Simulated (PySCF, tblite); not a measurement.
# C6H10BFS2: geometry, infrared bands and NMR shifts

Aim: predict the infrared bands and NMR shifts of C6H10BFS2 (`FB[C@@H]1SC[C@H](C2CC2)S1`).

Computed with tblite 0.8.0 and PySCF 2.14.0, with density-fitted response routines of our own, on a single molecule in the gas phase. Atoms count from 0, in the outputs and in this text.

**1. The molecule as given**

20 atoms, charge 0, multiplicity 1; geometry from: force field or distance geometry start.

Bonds of the start (Å): F0–B1 1.47, B1–C2 1.57, C2–S3 1.82, S3–C4 1.84, C4–C5 1.51, C5–C6 1.51, C6–C7 1.52, C7–C8 1.50, C5–S9 1.81, S9–C2 1.84, C8–C6 1.50, B1–H10 1.16, C2–H11 1.09, C4–H12 1.10, C4–H13 1.11, C5–H14 1.13, C6–H15 1.10, C7–H16 1.12, C7–H17 1.11, C8–H18 1.11, C8–H19 1.11.

**2. Geometry optimisation with GFN2-xTB**

The job: settings as JSON, then the geometry in Å.

```
{"job": {"kind": "relax", "xc": "GFN2-xTB", "basis": "xTB"}, "charge": 0, "multiplicity": 1}
F      4.786500     0.948300    -1.161400
B      3.435400     0.470800    -1.475600
C      2.523500     0.126100    -0.248200
S      1.523800    -1.376800    -0.501400
C      0.266300    -1.082500     0.805900
C     -0.233400     0.326700     0.591100
C     -1.386200     0.247800    -0.375800
C     -2.510200    -0.617400     0.169800
C     -2.708500     0.853300    -0.027100
S      1.144800     1.317400    -0.024700
H      3.118300     0.501100    -2.593100
H      3.026400     0.002300     0.710700
H     -0.531100    -1.839400     0.805000
H      0.843100    -1.069900     1.757600
H     -0.565900     0.778300     1.569700
H     -1.174800     0.083700    -1.445000
H     -2.420000    -0.943600     1.232500
H     -2.936400    -1.344800    -0.553500
H     -2.799500     1.504100     0.863500
H     -3.407200     1.124900    -0.851800
```

Started as:

```console
OMP_NUM_THREADS=1 python probes_run.py task.json out
```

One launch serves the whole session: the jobs run in the order shown.

**Question.** This job is followed by: GFN2-xTB harmonic vibrations, gas phase; GIAO PBE0/pcSseg-1 NMR shielding, non-relativistic, gas phase. What will the session give for the following? strongest single infrared mode (GFN2-xTB); zero-point energy (GFN2-xTB); ¹³C shifts against TMS (PBE0/pcSseg-1); ¹H shifts against TMS (PBE0/pcSseg-1); ¹⁹F shifts against CFCl3 (PBE0/pcSseg-1); ¹¹B shifts against BF3·OEt2 (PBE0/pcSseg-1); ³³S shifts against CS2 (PBE0/pcSseg-1).

The runs gave:

| quantity | value |
| --- | --- |
| strongest single infrared mode (GFN2-xTB) | 1248 cm⁻¹, 353 km/mol |
| zero-point energy (GFN2-xTB) | 94.2 kcal/mol |
| ¹³C shifts against TMS (PBE0/pcSseg-1) | 71.5, 51.8, 46.7, 18.8, 13.3, 8.2 ppm |
| ¹H shifts against TMS (PBE0/pcSseg-1) | 4.24, 4.01, 3.45, 2.93, 2.67, 1.41, 0.73, 0.72, 0.36, 0.29 ppm |
| ¹⁹F shifts against CFCl3 (PBE0/pcSseg-1) | -112.7 ppm |
| ¹¹B shifts against BF3·OEt2 (PBE0/pcSseg-1) | 20.3 ppm |
| ³³S shifts against CS2 (PBE0/pcSseg-1) | 47, 28 ppm |

**Reading.** The optimisation took 144 steps and gained 1.042 eV; among the close pairs (by a distance rule), F0–B1 changed most, from 1.467 to 1.327 Å. No mode is imaginary among the 54: a minimum at this level. The strongest single mode, at 1248 cm⁻¹, moves mainly B1. Unscaled tight-binding wavenumbers are off by several per cent, some by more. Its intensities can rank the bands wrongly. At PBE0/pcSseg-1: The largest span, 790 ppm, is at S9, where the paramagnetic term is -582 ppm.
